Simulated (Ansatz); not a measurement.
**AlF3H3P: comparison of dispersion corrections in Python**

The task is a comparison of dispersion corrections, for AlF3H3P. SMILES: [F][Al-]([F])([F])[PH3+].

Program: Ansatz 0.2.0 through its Python package. The levels of theory stand in the script. These are calculated values, not measurements.

### Step 1. The system

Bond lengths: F1–Al2 1.816 Å, Al2–F3 1.771 Å, Al2–F4 1.795 Å, Al2–P5 2.281 Å, P5–H6 1.420 Å, P5–H7 1.380 Å, P5–H8 1.451 Å. Angles: F1–Al2–F3 108.2°, F1–Al2–F4 110.5°, F1–Al2–P5 111.8°, F3–Al2–F4 107.0°, F3–Al2–P5 109.2°, F4–Al2–P5 110.1°, Al2–P5–H6 109.7°, Al2–P5–H7 110.0°, Al2–P5–H8 108.8°, H6–P5–H7 110.4°, H6–P5–H8 108.8°, H7–P5–H8 109.1°.

The script holds or builds the structure itself.

### Step 2. The script

disp_alf3h3p.py

```python
import warnings

import ansatz
from ase import Atoms

warnings.simplefilter("ignore", ansatz.DeckWarning)

atoms = Atoms(["F", "Al", "F", "F", "P", "H", "H", "H"], positions=[
    [-0.0904, -2.0743, 1.2893],
    [0.5555, -0.9443, 0.0229],
    [2.2464, -0.587, 0.4104],
    [0.5435, -1.7332, -1.5895],
    [-0.6237, 1.0063, -0.0507],
    [-1.657, 0.9793, 0.9227],
    [-1.1544, 1.1889, -1.3109],
    [0.2723, 2.1071, 0.2502],
])
alf3h3p = ansatz.Crystal.molecule_from_ase(atoms)

calculation = alf3h3p.calculation().basis(gaussian="def2-SVP")
for name in ["blyp", "b3lyp"]:
    for correction in ("d3bj", "d4"):
        rep = calculation.functional(name, dispersion=correction).run(threads=1).report
        print(f"{name:8s} {correction:5s} total {rep['free_energy_ev']:.5f} eV, of which dispersion {1000 * rep['dispersion']['energy']['ev']:.2f} meV")
```

### Step 3. The calls as engine input

The engine receives this input (first run):

```yaml
crystal:
  periodic: [false, false, false]
  atoms:
    - { symbol: F, position_ang: [-0.0904, -2.0743, 1.2893] }
    - { symbol: Al, position_ang: [0.5555, -0.9443, 0.0229] }
    - { symbol: F, position_ang: [2.2464, -0.587, 0.4104] }
    - { symbol: F, position_ang: [0.5435, -1.7332, -1.5895] }
    - { symbol: P, position_ang: [-0.6237, 1.0063, -0.0507] }
    - { symbol: H, position_ang: [-1.657, 0.9793, 0.9227] }
    - { symbol: H, position_ang: [-1.1544, 1.1889, -1.3109] }
    - { symbol: H, position_ang: [0.2723, 2.1071, 0.2502] }
basis:
  gaussian:
    orbitals: def2-SVP
hamiltonian:
  xc: blyp
  dispersion: d3bj
```

### Step 4. The run

Started as:

```
python disp_alf3h3p.py
```

Output:

```text
blyp     d3bj  total -24078.16302 eV, of which dispersion -329.48 meV
blyp     d4    total -24078.16114 eV, of which dispersion -327.60 meV
b3lyp    d3bj  total -24080.10777 eV, of which dispersion -273.59 meV
b3lyp    d4    total -24080.08062 eV, of which dispersion -246.45 meV
```

Run time: 11 s. Hardware: 1 thread of Arm Neoverse V1, shared host; peak memory 0.25 GiB.

### Step 5. What changed from run to run

The engine's inputs for the other runs:

Run 2, against run 1:

```diff
@@ -17 +17 @@
-  dispersion: d3bj
+  dispersion: d4
```

Run 3, against run 1:

```diff
@@ -16 +16 @@
-  xc: blyp
+  xc: b3lyp
```

Run 4, against run 1:

```diff
@@ -16,2 +16,2 @@
-  xc: blyp
-  dispersion: d3bj
+  xc: b3lyp
+  dispersion: d4
```

### Step 6. Run by run

The 4 runs, in the order started:

```
run  functional  dispersion  energy (eV)  SCF cycles  CPU time (s)
  1        blyp        d3bj  -24078.1630          19           2.4
  2        blyp          d4  -24078.1611          19           2.4
  3       b3lyp        d3bj  -24080.1078          17           2.8
  4       b3lyp          d4  -24080.0806          17           2.8
```

Totals hang on method, basis and potentials, so only like runs compare.

### Step 7. Outcome

```
         quantity                   value
dispersion energy  -329.48 to -246.45 meV
    runs compared                       4
```

What this shows: The dispersion term depends on the functional it is damped for, so it isn't a property of the molecule alone. All 4 runs converged (17 to 19 cycles). What to keep in mind:
- The geometry is a force-field or estimated start, not a minimum of this method, and the basis set is short of its limit. D4 holds the three-body term, and d3bj doesn't.
- b3lyp holds the VWN-RPA fit, as in Gaussian; the form of ORCA and Turbomole is b3lyp5.
